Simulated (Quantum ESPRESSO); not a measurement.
# TaWC2 (R-3m) in Quantum ESPRESSO: notebook

Aim: see how the results for TaWC2 move with the level of theory and the settings. Levels: PBEsol, LDA. Tasks: band structure.

Everything below comes from runs of Quantum ESPRESSO 7.5. Logs are shortened: lines on timing, memory, paths and dates and some standing lists are left out, and cuts for length are marked.

**1. Starting point**

Symmetry: R-3m, No. 166, trigonal system. The conventional cell has a = 3.144 Å, b = 3.144 Å, c = 15.305 Å, α = 90.00°, β = 90.00°, γ = 120.00°. Around W (site symmetry -3m) lie 6 C at 2.21 Å. Ta (site symmetry -3m) is surrounded by 6 C at 2.23 Å. C (site symmetry 3m) has 3 W at 2.21 Å and 3 Ta at 2.23 Å as nearest neighbours.

The cell comes from a database or a generator and needn't be the stable form of this composition.

**2. Band structure, PBEsol**

Input file pw.in:

```
&CONTROL
  calculation = 'scf'
  prefix = 'pwscf'
  outdir = './tmp'
  pseudo_dir = './pseudo'
  tprnfor = .true.
  tstress = .true.
  disk_io = 'low'
/
&SYSTEM
  ibrav = 0
  celldm(1) = 8
  nat = 4
  ntyp = 3
  ecutwfc = 56
  ecutrho = 448
  nbnd = 25
  occupations = 'smearing'
  smearing = 'fd'
  degauss = 0.00367493
/
&ELECTRONS
  conv_thr = 8d-10
  electron_maxstep = 120
  mixing_beta = 0.5
/
ATOMIC_SPECIES
W    183.8400 w_pbesol_v1.2.uspp.F.UPF
Ta   180.9479 ta_pbesol_v1.uspp.F.UPF
C     12.0110 c_pbesol_v1.2.uspp.F.UPF
CELL_PARAMETERS alat
  0.3712969667141   0.2143684036751   1.2050829964868
 -0.3712969667141   0.2143684036751   1.2050829964868
  0.0000000000000  -0.4287368073738   1.2050829964868
ATOMIC_POSITIONS crystal
W      0.0000000000    0.0000000000    0.0000000000
Ta     0.5000000000    0.5000000000    0.5000000000
C      0.2509330000    0.2509330000    0.2509330000
C      0.7490670000    0.7490670000    0.7490670000
K_POINTS automatic
10 10 10 0 0 0
```

Input file bands.in:

```
&CONTROL
  calculation = 'bands'
  prefix = 'pwscf'
  outdir = './tmp'
  pseudo_dir = './pseudo'
  disk_io = 'low'
  verbosity = 'high'
/
&SYSTEM
  ibrav = 0
  celldm(1) = 8
  nat = 4
  ntyp = 3
  ecutwfc = 56
  ecutrho = 448
  nbnd = 25
  occupations = 'smearing'
  smearing = 'fd'
  degauss = 0.00367493
/
&ELECTRONS
  conv_thr = 1d-08
  electron_maxstep = 120
  mixing_beta = 0.5
  diago_full_acc = .true.
  startingwfc = 'random'
/
ATOMIC_SPECIES
W    183.8400 w_pbesol_v1.2.uspp.F.UPF
Ta   180.9479 ta_pbesol_v1.uspp.F.UPF
C     12.0110 c_pbesol_v1.2.uspp.F.UPF
CELL_PARAMETERS alat
  0.3712969667141   0.2143684036751   1.2050829964868
 -0.3712969667141   0.2143684036751   1.2050829964868
  0.0000000000000  -0.4287368073738   1.2050829964868
ATOMIC_POSITIONS crystal
W      0.0000000000    0.0000000000    0.0000000000
Ta     0.5000000000    0.5000000000    0.5000000000
C      0.2509330000    0.2509330000    0.2509330000
C      0.7490670000    0.7490670000    0.7490670000
K_POINTS crystal
60
 0.0000000000  0.0000000000  0.0000000000 1
 0.0625000000  0.0000000000  0.0000000000 1
 0.1250000000  0.0000000000  0.0000000000 1
 0.1875000000  0.0000000000  0.0000000000 1
 0.2500000000  0.0000000000  0.0000000000 1
 0.3125000000  0.0000000000  0.0000000000 1
 0.3750000000  0.0000000000  0.0000000000 1
 0.4375000000  0.0000000000  0.0000000000 1
 0.5000000000  0.0000000000  0.0000000000 1
 0.5000000000  0.0375524969 -0.0375524969 1
 0.5000000000  0.0751049939 -0.0751049939 1
 0.5000000000  0.1126574908 -0.1126574908 1
 0.5000000000  0.1502099878 -0.1502099878 1
 0.5000000000  0.1877624847 -0.1877624847 1
 0.8122375153  0.5000000000  0.1877624847 1
 0.7775444580  0.5000000000  0.2224555420 1
 0.7428514008  0.5000000000  0.2571485992 1
 0.7081583435  0.5000000000  0.2918416565 1
 0.6734652863  0.5000000000  0.3265347137 1
 0.6387722290  0.5000000000  0.3612277710 1
 0.6040791718  0.5000000000  0.3959208282 1
 0.5693861145  0.5000000000  0.4306138855 1
 0.5346930573  0.5000000000  0.4653069427 1
 0.5000000000  0.5000000000  0.5000000000 1
 0.3750000000  0.3750000000  0.3750000000 1
 0.2500000000  0.2500000000  0.2500000000 1
 0.1250000000  0.1250000000  0.1250000000 1
 0.0000000000  0.0000000000  0.0000000000 1
 0.0312619311  0.0000000000 -0.0312619311 1
 0.0625238622  0.0000000000 -0.0625238622 1
 0.0937857934  0.0000000000 -0.0937857934 1
 0.1250477245  0.0000000000 -0.1250477245 1
 0.1563096556  0.0000000000 -0.1563096556 1
 0.1875715867  0.0000000000 -0.1875715867 1
 0.2188335179  0.0000000000 -0.2188335179 1
 0.2500954490  0.0000000000 -0.2500954490 1
 0.2813573801  0.0000000000 -0.2813573801 1
 0.3126193112  0.0000000000 -0.3126193112 1
 0.3438812424  0.0000000000 -0.3438812424 1
 0.6561187576  0.3438812424  0.0000000000 1
 0.6248950061  0.3751049939  0.0000000000 1
 0.5936712546  0.4063287454  0.0000000000 1
 0.5624475031  0.4375524969  0.0000000000 1
 0.5312237515  0.4687762485  0.0000000000 1
 0.5000000000  0.5000000000  0.0000000000 1
 0.6561187576  0.6561187576  0.1877624847 1
 0.6405068819  0.6405068819  0.2189862363 1
 0.6248950061  0.6248950061  0.2502099878 1
 0.6092831303  0.6092831303  0.2814337393 1
 0.5936712546  0.5936712546  0.3126574908 1
 0.5780593788  0.5780593788  0.3438812424 1
 0.5624475031  0.5624475031  0.3751049939 1
 0.5468356273  0.5468356273  0.4063287454 1
 0.5312237515  0.5312237515  0.4375524969 1
 0.5156118758  0.5156118758  0.4687762485 1
 0.5000000000  0.5000000000  0.5000000000 1
 0.5000000000  0.0000000000  0.0000000000 1
 0.6040791718  0.1146270808  0.1146270808 1
 0.7081583435  0.2292541616  0.2292541616 1
 0.8122375153  0.3438812424  0.3438812424 1
```

Potentials or basis: GBRV 1.5 PBEsol.

On the command line:

```console
$ OMP_NUM_THREADS=1 mpirun -n 2 pw.x -nk 2 -in pw.in > pw.out
$ OMP_NUM_THREADS=1 mpirun -n 2 pw.x -nk 2 -in bands.in > bands.out
```

pw.out:

```text
This program is part of the open-source Quantum ESPRESSO suite
     for quantum simulation of materials; please cite
         "P. Giannozzi et al., J. Phys.:Condens. Matter 21 395502 (2009);
         "P. Giannozzi et al., J. Phys.:Condens. Matter 29 465901 (2017);
         "P. Giannozzi et al., J. Chem. Phys. 152 154105 (2020);
     in publications or presentations arising from this work. More details at

     Message from routine setup:
     using ibrav=0 with symmetry is DISCOURAGED, use correct ibrav instead

     K-points division:     npool     =       2
     Subspace diagonalization in iterative solution of the eigenvalue problem:
     a serial algorithm will be used

     G-vector sticks info
     --------------------
     sticks:   dense  smooth     PW     G-vecs:    dense   smooth      PW
     Sum        2069    1045    343                47057    16731    3117

     Using Slab Decomposition

     bravais-lattice index     =            0
     lattice parameter (alat)  =       8.0000  a.u.
     unit-cell volume          =     294.6594 (a.u.)^3
     number of atoms/cell      =            4
     number of atomic types    =            3
     number of electrons       =        35.00
     number of Kohn-Sham states=           25
     kinetic-energy cutoff     =      56.0000  Ry
     charge density cutoff     =     448.0000  Ry
     scf convergence threshold =      8.0E-10
     mixing beta               =       0.5000
     number of iterations used =            8  plain     mixing
     Exchange-correlation= SLA  PW   PSX  PSC
                           (   1   4  10   8   0   0   0)

     celldm(1)=   8.000000  celldm(2)=   0.000000  celldm(3)=   0.000000
     celldm(4)=   0.000000  celldm(5)=   0.000000  celldm(6)=   0.000000

     crystal axes: (cart. coord. in units of alat)
               a(1) = (   0.371297   0.214368   1.205083 )
               a(2) = (  -0.371297   0.214368   1.205083 )
               a(3) = (   0.000000  -0.428737   1.205083 )

     reciprocal axes: (cart. coord. in units 2 pi/alat)
               b(1) = (  1.346631  0.777478  0.276606 )
               b(2) = ( -1.346631  0.777478  0.276606 )
               b(3) = (  0.000000 -1.554956  0.276606 )

     PseudoPot. # 1 for W  read from file:
     w_pbesol_v1.2.uspp.F.UPF
     Pseudo is Ultrasoft + core correction, Zval = 14.0
     Generated by new atomic code, or converted to UPF format
     Using radial grid of  923 points,  8 beta functions with:
                l(1) =   0
                l(2) =   0
                l(3) =   0
                l(4) =   1
                l(5) =   1
                l(6) =   2
                l(7) =   2
                l(8) =   3
     Q(r) pseudized with  6 coefficients,  rinner =    1.350   1.350   1.350
                                                       1.350   1.350   1.350
                                                       1.350

     PseudoPot. # 2 for Ta read from file:
     ta_pbesol_v1.uspp.F.UPF
     Pseudo is Ultrasoft + core correction, Zval = 13.0
     Generated by new atomic code, or converted to UPF format
     Using radial grid of  921 points,  7 beta functions with:
                l(1) =   0
                l(2) =   0
                l(3) =   1
                l(4) =   1
                l(5) =   2
                l(6) =   2
                l(7) =   3
     Q(r) pseudized with  6 coefficients,  rinner =    1.300   1.300   1.300
                                                       1.300   1.300   1.300
                                                       1.300

     PseudoPot. # 3 for C  read from file:
     c_pbesol_v1.2.uspp.F.UPF
     Pseudo is Ultrasoft + core correction, Zval =  4.0
     Generated by new atomic code, or converted to UPF format
     Using radial grid of  721 points,  4 beta functions with:
                l(1) =   0
                l(2) =   0
                l(3) =   1
                l(4) =   1
     Q(r) pseudized with  8 coefficients,  rinner =    1.100   1.100   1.100

     atomic species   valence    mass     pseudopotential
     W                14.00   183.84000     W ( 1.00)
     Ta               13.00   180.94790     Ta( 1.00)
     C                 4.00    12.01100     C ( 1.00)

     12 Sym. Ops., with inversion, found

   Cartesian axes

     site n.     atom                  positions (alat units)
         1        W      tau(   1) = (   0.0000000   0.0000000   0.0000000  )
         2        Ta     tau(   2) = (   0.0000000  -0.0000000   1.8076245  )
         3        C      tau(   3) = (   0.0000000  -0.0000000   0.9071853  )
         4        C      tau(   4) = (  -0.0000000  -0.0000000   2.7080637  )

     number of k points=   116  Fermi-Dirac smearing, width (Ry)=  0.0037

     Number of k-points >= 100: set verbosity='high' to print them.

     Dense  grid:    47057 G-vectors     FFT dimensions: (  72,  72,  72)

     Smooth grid:    16731 G-vectors     FFT dimensions: (  50,  50,  50)

     Initial potential from superposition of free atoms

     starting charge      34.8986, renormalised to      35.0000

     negative rho (up, down):  1.555E-01 0.000E+00
     Starting wfcs are   34 randomized atomic wfcs

     Self-consistent Calculation

     iteration #  1     ecut=    56.00 Ry     beta= 0.50
     Davidson diagonalization with overlap
     ethr =  1.00E-02,  avg # of iterations =  2.0

     negative rho (up, down):  1.595E-01 0.000E+00

     total energy              =    -323.41041369 Ry
     estimated scf accuracy    <       1.09236909 Ry

     iteration #  2     ecut=    56.00 Ry     beta= 0.50
     Davidson diagonalization with overlap
     ethr =  3.12E-03,  avg # of iterations =  2.6

     negative rho (up, down):  1.629E-01 0.000E+00

     total energy              =    -323.69848556 Ry
     estimated scf accuracy    <       0.58614074 Ry

     iteration #  3     ecut=    56.00 Ry     beta= 0.50
     Davidson diagonalization with overlap
     ethr =  1.67E-03,  avg # of iterations =  2.0

     negative rho (up, down):  1.634E-01 0.000E+00

     total energy              =    -323.79351305 Ry
     estimated scf accuracy    <       0.22777335 Ry

     iteration #  4     ecut=    56.00 Ry     beta= 0.50
     Davidson diagonalization with overlap
     ethr =  6.51E-04,  avg # of iterations =  1.3

     negative rho (up, down):  1.660E-01 0.000E+00

     total energy              =    -323.81799601 Ry
     estimated scf accuracy    <       0.00295367 Ry

     iteration #  5     ecut=    56.00 Ry     beta= 0.50
     Davidson diagonalization with overlap
     ethr =  8.44E-06,  avg # of iterations =  4.0

     negative rho (up, down):  1.668E-01 0.000E+00

     total energy              =    -323.81857231 Ry
     estimated scf accuracy    <       0.00038726 Ry

     iteration #  6     ecut=    56.00 Ry     beta= 0.50
     Davidson diagonalization with overlap
     ethr =  1.11E-06,  avg # of iterations =  2.4

     negative rho (up, down):  1.667E-01 0.000E+00

     total energy              =    -323.81856342 Ry
     estimated scf accuracy    <       0.00007273 Ry

     iteration #  7     ecut=    56.00 Ry     beta= 0.50
     Davidson diagonalization with overlap
     ethr =  2.08E-07,  avg # of iterations =  2.1

     negative rho (up, down):  1.667E-01 0.000E+00

     total energy              =    -323.81857750 Ry
     estimated scf accuracy    <       0.00000314 Ry

     iteration #  8     ecut=    56.00 Ry     beta= 0.50
     Davidson diagonalization with overlap
     ethr =  8.98E-09,  avg # of iterations =  2.3

     negative rho (up, down):  1.667E-01 0.000E+00

     total energy              =    -323.81857798 Ry
     estimated scf accuracy    <       0.00000006 Ry

     iteration #  9     ecut=    56.00 Ry     beta= 0.50
     Davidson diagonalization with overlap
     ethr =  1.77E-10,  avg # of iterations =  4.0

     negative rho (up, down):  1.667E-01 0.000E+00

     total energy              =    -323.81857802 Ry
     estimated scf accuracy    <       0.00000002 Ry

     iteration # 10     ecut=    56.00 Ry     beta= 0.50
     Davidson diagonalization with overlap
     ethr =  4.78E-11,  avg # of iterations =  2.0

     negative rho (up, down):  1.667E-01 0.000E+00

     total energy              =    -323.81857802 Ry
     estimated scf accuracy    <          2.0E-09 Ry

     iteration # 11     ecut=    56.00 Ry     beta= 0.50
     Davidson diagonalization with overlap
     ethr =  5.74E-12,  avg # of iterations =  2.0

     negative rho (up, down):  1.667E-01 0.000E+00

     End of self-consistent calculation

     Number of k-points >= 100: set verbosity='high' to print the bands.

     the Fermi energy is    20.5415 ev

!    total energy              =    -323.81857802 Ry
     estimated scf accuracy    <          2.7E-12 Ry
     smearing contrib. (-TS)   =      -0.00108800 Ry
     internal energy E=F+TS    =    -323.81749002 Ry

     The total energy is F=E-TS. E is the sum of the following terms:
     one-electron contribution =     -19.76285151 Ry
     hartree contribution      =      31.22407148 Ry
     xc contribution           =     -90.30468546 Ry
     ewald contribution        =    -244.97402454 Ry

     convergence has been achieved in  11 iterations

     negative rho (up, down):  1.667E-01 0.000E+00

     Forces acting on atoms (cartesian axes, Ry/au):

     atom    1 type  1   force =    -0.00000000   -0.00000000   -0.00000000
     atom    2 type  2   force =     0.00000000    0.00000000   -0.00000000
     atom    3 type  3   force =     0.00000000    0.00000000    0.00230768
     atom    4 type  3   force =    -0.00000000   -0.00000000   -0.00230768

     Total force =     0.003264     Total SCF correction =     0.000001

     Computing stress (Cartesian axis) and pressure

     negative rho (up, down):  1.667E-01 0.000E+00
          total   stress  (Ry/bohr**3)                   (kbar)     P=     -105.02
  -0.00071601   0.00000000  -0.00000000         -105.33        0.00       -0.00
  -0.00000000  -0.00071601  -0.00000000           -0.00     -105.33       -0.00
  -0.00000000  -0.00000000  -0.00070980           -0.00       -0.00     -104.42

=------------------------------------------------------------------------------=
   JOB DONE.
=------------------------------------------------------------------------------=
```

Run time: 3.7 min. Hardware: 2 MPI ranks of Arm Neoverse V1, shared host; peak memory 0.56 GiB.

What came out:

| Item | Value |
| --- | --- |
| Free energy | -4405.7762 eV |
| Pressure | -10.5 GPa |
| Largest force | 0.059 eV/Å |
| Band gap on the k mesh | none (metal or under the smearing width) |

Forces in eV/Å, atoms in the order of the input:
```
W    0.000  0.000  0.000
Ta   0.000  0.000  0.000
C    0.000  0.000  0.059
C    0.000  0.000 -0.059
```

Levels at the corners of the path, in eV from the Fermi level:
```
point  band 14  band 15  band 16  band 17  band 18  band 19  band 20  band 21  band 22  band 23
    Γ    -2.17    -2.17    -2.04    -0.78    -0.78    -0.72    -0.23    -0.23     1.94     1.94
    L    -5.46    -4.81    -4.42    -1.28    -0.72     1.45     2.14     3.12     3.63     5.04
   B1    -5.36    -4.94    -4.92    -0.44    -0.10     1.21     2.20     2.96     3.03     5.37
    B    -5.36    -4.94    -4.92    -0.44    -0.10     1.21     2.20     2.96     3.03     5.37
    Z    -4.98    -4.33    -4.33    -0.96    -0.96     0.20     0.20     0.23     0.71     4.85
    Γ    -2.17    -2.17    -2.04    -0.78    -0.78    -0.72    -0.23    -0.23     1.94     1.94
    X    -5.35    -5.13    -4.81    -0.50     0.59     0.77     2.03     2.98     3.20     4.88
    Q    -5.35    -5.13    -4.81    -0.50     0.59     0.77     2.03     2.98     3.20     4.88
    F    -5.14    -5.11    -2.16    -2.10     1.21     1.64     1.80     2.54     3.46     3.62
   P1    -5.49    -5.12    -2.53    -2.18     1.21     1.38     2.08     2.30     3.45     3.60
    Z    -4.98    -4.33    -4.33    -0.96    -0.96     0.20     0.20     0.23     0.71     4.85
    L    -5.46    -4.81    -4.42    -1.28    -0.72     1.45     2.14     3.12     3.63     5.04
    P    -5.49    -5.12    -2.53    -2.18     1.21     1.38     2.08     2.30     3.45     3.60
```

Caveat: spin-orbit coupling is left out, which moves the levels of the heavy elements.

**3. Band structure, LDA**

pw.in: that of step 2 with these lines changed.

```diff
@@ -27,5 +27,5 @@
 ATOMIC_SPECIES
-W    183.8400 w_pbesol_v1.2.uspp.F.UPF
-Ta   180.9479 ta_pbesol_v1.uspp.F.UPF
-C     12.0110 c_pbesol_v1.2.uspp.F.UPF
+W    183.8400 w_lda_v1.2.uspp.F.UPF
+Ta   180.9479 ta_lda_v1.uspp.F.UPF
+C     12.0110 c_lda_v1.2.uspp.F.UPF
 CELL_PARAMETERS alat
```

bands.in: that of step 2 with these lines changed.

```diff
@@ -28,5 +28,5 @@
 ATOMIC_SPECIES
-W    183.8400 w_pbesol_v1.2.uspp.F.UPF
-Ta   180.9479 ta_pbesol_v1.uspp.F.UPF
-C     12.0110 c_pbesol_v1.2.uspp.F.UPF
+W    183.8400 w_lda_v1.2.uspp.F.UPF
+Ta   180.9479 ta_lda_v1.uspp.F.UPF
+C     12.0110 c_lda_v1.2.uspp.F.UPF
 CELL_PARAMETERS alat
```

Potentials or basis: GBRV 1.5 LDA.

On the command line:

```console
$ OMP_NUM_THREADS=1 mpirun -n 2 pw.x -nk 2 -in pw.in > pw.out
$ OMP_NUM_THREADS=1 mpirun -n 2 pw.x -nk 2 -in bands.in > bands.out
```

It took 3.6 min on 2 MPI ranks of Arm Neoverse V1, shared host; peak memory 0.56 GiB.

It converged, with:

* Free energy: -4412.0847 eV
* Pressure: -16.1 GPa
* Largest force: 0.058 eV/Å
* Band gap on the k mesh: none (metal or under the smearing width)

Forces on the atoms (eV/Å):
```
W    0.000  0.000  0.000
Ta   0.000  0.000  0.000
C    0.000  0.000  0.058
C    0.000  0.000 -0.058
```

Levels at the corners of the path, in eV from the Fermi level:
```
point  band 16  band 17  band 18  band 19  band 20  band 21
    Γ    -2.04    -0.77    -0.77    -0.71    -0.23    -0.23
    L    -4.40    -1.26    -0.71     1.43     2.11     3.08
   B1    -4.90    -0.43    -0.09     1.19     2.17     2.93
    B    -4.90    -0.43    -0.09     1.19     2.17     2.93
    Z    -4.31    -0.96    -0.96     0.18     0.18     0.26
    Γ    -2.04    -0.77    -0.77    -0.71    -0.23    -0.23
    X    -4.79    -0.50     0.58     0.76     2.00     2.94
    Q    -4.79    -0.50     0.58     0.76     2.00     2.94
    F    -2.13    -2.07     1.19     1.62     1.79     2.51
   P1    -2.50    -2.15     1.19     1.36     2.07     2.28
    Z    -4.31    -0.96    -0.96     0.18     0.18     0.26
    L    -4.40    -1.26    -0.71     1.43     2.11     3.08
    P    -2.50    -2.15     1.19     1.36     2.07     2.28
```

Caveat: so large a pressure means that the cell lies far from this level's equilibrium, or that cutoff or potentials fall short; spin-orbit coupling is left out, which moves the levels of the heavy elements.
